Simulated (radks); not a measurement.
# Ionising mercury step by step, Hg⁶⁰⁺ to Hg⁷⁹⁺

How much does each further electron of mercury cost? Each ion is computed in its NIST ground configuration. Each value is a difference of total energies (Δ-SCF).

Method: scalar-relativistic Kohn-Sham, PBE, spin-unpolarised, spherical densities, point nucleus. Code: radks (a radial shooting solver on a logarithmic mesh, Libxc functionals) version 1.

## (1) The system

| Property | Result |
| --- | --- |
| element | mercury (Z = 80) |
| charges | 60 to 79 |
| first configuration | [Ar] 3d2 |
| last configuration | 1s1 |

Outer shells as boxes (Hund's rule):

Hg⁶⁰⁺
```
[Ar] core
3d [↑ ][↑ ][  ][  ][  ]
```

Hg⁷⁹⁺
```
1s [↑ ]
```

## (2) Hg⁶⁰⁺, [Ar] 3d2

Settings of this run:

```text
Z 80
configuration [Ar] 3d2
relativity scalar-relativistic
functional pbe,pbe
spin unpolarised
nucleus point
c 137.035999084
```

## (3) Hg⁶¹⁺, [Ar] 3d1

Settings of this run:

```text
Z 80
configuration [Ar] 3d1
relativity scalar-relativistic
functional pbe,pbe
spin unpolarised
nucleus point
c 137.035999084
```

## (4) Hg⁶²⁺, [Ar]

Settings of this run:

```text
Z 80
configuration [Ar]
relativity scalar-relativistic
functional pbe,pbe
spin unpolarised
nucleus point
c 137.035999084
```

## (5) Hg⁶³⁺, [Ne] 3s2 3p5

Settings of this run:

```text
Z 80
configuration [Ne] 3s2 3p5 4s0 3d0
relativity scalar-relativistic
functional pbe,pbe
spin unpolarised
nucleus point
c 137.035999084
```

## (6) Hg⁶⁴⁺, [Ne] 3s2 3p4

Settings of this run:

```text
Z 80
configuration [Ne] 3s2 3p4
relativity scalar-relativistic
functional pbe,pbe
spin unpolarised
nucleus point
c 137.035999084
```

## (7) Hg⁶⁵⁺, [Ne] 3s2 3p3

Settings of this run:

```text
Z 80
configuration [Ne] 3s2 3p3 4s0 3d0
relativity scalar-relativistic
functional pbe,pbe
spin unpolarised
nucleus point
c 137.035999084
```

## (8) Hg⁶⁶⁺, [Ne] 3s2 3p2

Settings of this run:

```text
Z 80
configuration [Ne] 3s2 3p2
relativity scalar-relativistic
functional pbe,pbe
spin unpolarised
nucleus point
c 137.035999084
```

## (9) Hg⁶⁷⁺, [Ne] 3s2 3p1

Settings of this run:

```text
Z 80
configuration [Ne] 3s2 3p1 4s0 3d0
relativity scalar-relativistic
functional pbe,pbe
spin unpolarised
nucleus point
c 137.035999084
```

## (10) Hg⁶⁸⁺, [Ne] 3s2

Settings of this run:

```text
Z 80
configuration [Ne] 3s2
relativity scalar-relativistic
functional pbe,pbe
spin unpolarised
nucleus point
c 137.035999084
```

## (11) Hg⁶⁹⁺, [Ne] 3s1

Settings of this run:

```text
Z 80
configuration [Ne] 3s1
relativity scalar-relativistic
functional pbe,pbe
spin unpolarised
nucleus point
c 137.035999084
```

## (12) Hg⁷⁰⁺, [Ne]

Settings of this run:

```text
Z 80
configuration [Ne]
relativity scalar-relativistic
functional pbe,pbe
spin unpolarised
nucleus point
c 137.035999084
```

## (13) Hg⁷¹⁺, [He] 2s2 2p5

Settings of this run:

```text
Z 80
configuration [He] 2s2 2p5 3s0 3p0
relativity scalar-relativistic
functional pbe,pbe
spin unpolarised
nucleus point
c 137.035999084
```

## (14) Hg⁷²⁺, [He] 2s2 2p4

Settings of this run:

```text
Z 80
configuration [He] 2s2 2p4
relativity scalar-relativistic
functional pbe,pbe
spin unpolarised
nucleus point
c 137.035999084
```

## (15) Hg⁷³⁺, [He] 2s2 2p3

Settings of this run:

```text
Z 80
configuration [He] 2s2 2p3
relativity scalar-relativistic
functional pbe,pbe
spin unpolarised
nucleus point
c 137.035999084
```

## (16) Hg⁷⁴⁺, [He] 2s2 2p2

Settings of this run:

```text
Z 80
configuration [He] 2s2 2p2
relativity scalar-relativistic
functional pbe,pbe
spin unpolarised
nucleus point
c 137.035999084
```

## (17) Hg⁷⁵⁺, [He] 2s2 2p1

Settings of this run:

```text
Z 80
configuration [He] 2s2 2p1
relativity scalar-relativistic
functional pbe,pbe
spin unpolarised
nucleus point
c 137.035999084
```

## (18) Hg⁷⁶⁺, [He] 2s2

Settings of this run:

```text
Z 80
configuration [He] 2s2 2p0 3s0
relativity scalar-relativistic
functional pbe,pbe
spin unpolarised
nucleus point
c 137.035999084
```

## (19) Hg⁷⁷⁺, [He] 2s1

Settings of this run:

```text
Z 80
configuration [He] 2s1
relativity scalar-relativistic
functional pbe,pbe
spin unpolarised
nucleus point
c 137.035999084
```

## (20) Hg⁷⁸⁺, [He]

Settings of this run:

```text
Z 80
configuration [He]
relativity scalar-relativistic
functional pbe,pbe
spin unpolarised
nucleus point
c 137.035999084
```

## (21) Hg⁷⁹⁺, 1s1

Settings, as their differences from step 20:

```diff
@@ -1,3 +1,3 @@
 Z 80
-configuration [He]
+configuration 1s1 2s0 2p0
 relativity scalar-relativistic
```

What does the calculation give? Wanted: for each run, species; configuration; Δ-SCF; −ε(HOMO); NIST; error.

The runs gave:

```
species  configuration  Δ-SCF (eV)  −ε(HOMO) (eV)         NIST (eV)  error (%)
  Hg⁶⁰⁺       [Ar] 3d2      6290.4         6216.2     6356 (theory)       -1.0
  Hg⁶¹⁺       [Ar] 3d1      6445.4         6370.6     6508 (theory)       -1.0
  Hg⁶²⁺           [Ar]      7087.6         7022.7     6933 (theory)       +2.2
  Hg⁶³⁺   [Ne] 3s2 3p5      7226.5         7161.1     7066 (theory)       +2.3
  Hg⁶⁴⁺   [Ne] 3s2 3p4      7365.8         7300.0     7211 (theory)       +2.1
  Hg⁶⁵⁺   [Ne] 3s2 3p3      7505.3         7439.3     7350 (theory)       +2.1
  Hg⁶⁶⁺   [Ne] 3s2 3p2      7645.0         7578.7     8010 (theory)       -4.6
  Hg⁶⁷⁺   [Ne] 3s2 3p1      7784.3         7718.0     8160 (theory)       -4.6
  Hg⁶⁸⁺       [Ne] 3s2      8504.1         8439.0     8470 (theory)       +0.4
  Hg⁶⁹⁺       [Ne] 3s1      8640.3         8574.4     8620 (theory)       +0.2
  Hg⁷⁰⁺           [Ne]     19139.6        18959.6    18550 (theory)       +3.2
  Hg⁷¹⁺   [He] 2s2 2p5     19520.1        19338.5    18910 (theory)       +3.2
  Hg⁷²⁺   [He] 2s2 2p4     19902.3        19719.4    19310 (theory)       +3.1
  Hg⁷³⁺   [He] 2s2 2p3       20286          20102    19680 (theory)       +3.1
  Hg⁷⁴⁺   [He] 2s2 2p2       20670          20485    22120 (theory)       -6.6
  Hg⁷⁵⁺   [He] 2s2 2p1       21053          20868    22580 (theory)       -6.8
  Hg⁷⁶⁺       [He] 2s2       23263          23100    23170 (theory)       +0.4
  Hg⁷⁷⁺       [He] 2s1       23591          23432  23544.1 (theory)       +0.2
  Hg⁷⁸⁺           [He]       94668          93965  94124.7 (theory)       +0.6
  Hg⁷⁹⁺            1s1       95982          95361  95898.2 (theory)       +0.1
```

**Reading.** Reference values: NIST Atomic Spectra Database (exp. measured, semi-emp. semi-empirical, theory a theoretical value adopted there). Per unit of the charge left behind, the cost jumps most at Hg⁷⁸⁺ ([He]): from 23591 to 94668 eV. There the highest level belongs to another shell. Minus the highest eigenvalue gives 99 to 99 % of the Δ-SCF value along the ladder. Spin polarisation and multiplet splitting are left out, so open shells lie too high by an amount that depends on their filling. Spin-orbit splitting is averaged out at the scalar-relativistic level. Nuclear size, the Breit interaction and QED, all absent here, shift the 1s and 2s values of heavy ions.
